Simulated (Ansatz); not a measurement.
# Rhodium, diamond under BLYP: structure, energy and stiffness

The plan for rhodium in the diamond structure: relax it, solve it on a dense k-mesh, then scale the cell to 7 volumes from 88 to 112 % of the relaxed one and try a fit of the equation of state. Spin polarisation is left out. The k-meshes are 10×10×10 for the relaxation; 16×16×16 for the dense run; 11×11×11 for the volumes.

This is Rh in the diamond structure; at room conditions it is fcc.

Computed with Ansatz 0.2.0 (DFT BLYP, plane waves (420 eV) with PAW, scalar-relativistic; PBE-made PAW files, unless a step says otherwise).

### Step 1. The structure to begin with

It takes space group Fd-3m (No. 227, cubic). Conventional cell: a = 5.296 Å, b = 5.296 Å, c = 5.296 Å, α = 90.00°, β = 90.00°, γ = 90.00°. Rh (site symmetry -43m) has 4 Rh at 2.29 Å as nearest neighbours.

Structure file:

```cif
data_structure
_symmetry_space_group_name_H-M 'P 1'
_symmetry_Int_Tables_number 1
_cell_length_a 3.7446
_cell_length_b 3.7446
_cell_length_c 3.7446
_cell_angle_alpha 60.000
_cell_angle_beta 60.000
_cell_angle_gamma 60.000
_cell_volume 37.13
loop_
_atom_site_label
_atom_site_type_symbol
_atom_site_fract_x
_atom_site_fract_y
_atom_site_fract_z
_atom_site_occupancy
Rh1 Rh 0.12500 0.12500 0.12500 1
Rh2 Rh 0.87500 0.87500 0.87500 1
```

### Step 2. Geometry optimisation

Input file input.yaml:

```yaml
crystal:
  lattice:
    - [0.0, 2.647863974, 2.647863974]
    - [2.647863974, 0.0, 2.647863974]
    - [2.647863974, 2.647863974, 0.0]
  atoms:
    - { symbol: Rh, position: [0.125, 0.125, 0.125] }
    - { symbol: Rh, position: [0.875, 0.875, 0.875] }
hamiltonian:
  xc: blyp
  pseudopotentials:
    kind: paw
    azcp:
      Rh: "pseudopotentials/Rh.paw.azcp"
basis:
  ecutwfc: 420
  fft_grid_basis: typed
kpoints:
  mp_grid: { grid: [10, 10, 10], shift: [0, 0, 0] }
magnetization:
  spin_polarized: false
scf:
  occupations: { method: fermi_dirac, width: 0.1 }
relax:
  max_steps: 60
  f_tol: 0.01
  cell: {}
```

Launch:

```sh
> ansatz run input.yaml --threads 2 --pin off --max-ram 5120MiB --backend cpu --events-out ev --progress --plain --runs-dir out
```

Further steps of the session: The energy on a finer k-mesh; At 88 % of the relaxed volume; At 92 % of the relaxed volume; At 96 % of the relaxed volume; At 100 % of the relaxed volume; At 104 % of the relaxed volume; At 108 % of the relaxed volume; At 112 % of the relaxed volume.

Q: Predict the outcome of this session. Wanted: space group; conventional cell; volume; shortest distance; gap on the mesh; relative to fcc; V₀, B₀, B₀′.

The runs gave:

| quantity | value |
| --- | --- |
| space group (spins left aside) | Fd-3m (No. 227) |
| conventional cell | a = 5.616 Å |
| volume | 22.137 Å³/atom |
| shortest distance | 2.432 Å |
| gap on the mesh | none (levels filled in part) |
| relative to fcc | +717 meV/atom |
| V₀, B₀, B₀′ | 22.048 Å³/atom, 109 GPa, 5.3 |

What this shows: The relaxation enlarged the cell by 19.2 % in volume. It lies 717 meV/atom above the element's reference form at the same level (fcc, from a run of its own). Levels at the Fermi energy are filled in part, as in a metal. B₀ comes out at 109 GPa. Relaxation kept the symmetry; phonons were not checked.
